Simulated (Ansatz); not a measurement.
# The antimony atom: small, medium and large basis sets

The task here is to estimate one member of a computed series from the others.

The runs use Ansatz 0.2.0, Gaussian basis; one geometry, several basis sets.

The runs, in order: PBE0/def2-SVP; ωB97M-V/def2-SVP; PBE0/def2-QZVPP; ωB97M-V/def2-QZVPP; the functionals' def2-TZVPP values are taken from earlier runs.

## The atom

1 atom, charge 0, spin multiplicity 4.

Sb takes the def2 core potential; no spin-orbit term is included.

Set-up of the first run:

Contents of in.yaml:

```yaml
crystal:
  periodic: [false, false, false]
  atoms:
    - {symbol: Sb, position_ang: [0.000000, 0.000000, 0.000000]}
basis:
  gaussian: {orbitals: def2-SVP}
magnetization: {spin_polarized: true, initial_magnetization: 3}
hamiltonian: {xc: pbe0}
output: {orbitals: {seedname: orbitals}}
```

Steps of the session up to this table: PBE0 in def2-SVP; ωB97M-V in def2-SVP; PBE0 in def2-QZVPP; ωB97M-V in def2-QZVPP.

One of the session's tables, all rows but one given; the rest of the session is left out.

It belongs to the step «Functionals by basis». 

| functional | basis | HOMO (eV) | LUMO (eV) |
| --- | --- | --- | --- |
| PBE0 | def2-SVP | -6.47 | -2.49 |
| PBE0 | def2-TZVPP | ? | ? |
| PBE0 | def2-QZVPP | -6.52 | -2.60 |
| ωB97M-V | def2-SVP | -8.38 | -0.63 |
| ωB97M-V | def2-TZVPP | -8.45 | -0.90 |
| ωB97M-V | def2-QZVPP | -8.46 | -0.96 |

Q: Estimate the row for PBE0, def2-TZVPP from the others.

The run gave: HOMO (eV): -6.51; LUMO (eV): -2.59. In the column «HOMO (eV)» it lies between PBE0, def2-QZVPP (-6.52) and PBE0, def2-SVP (-6.47).
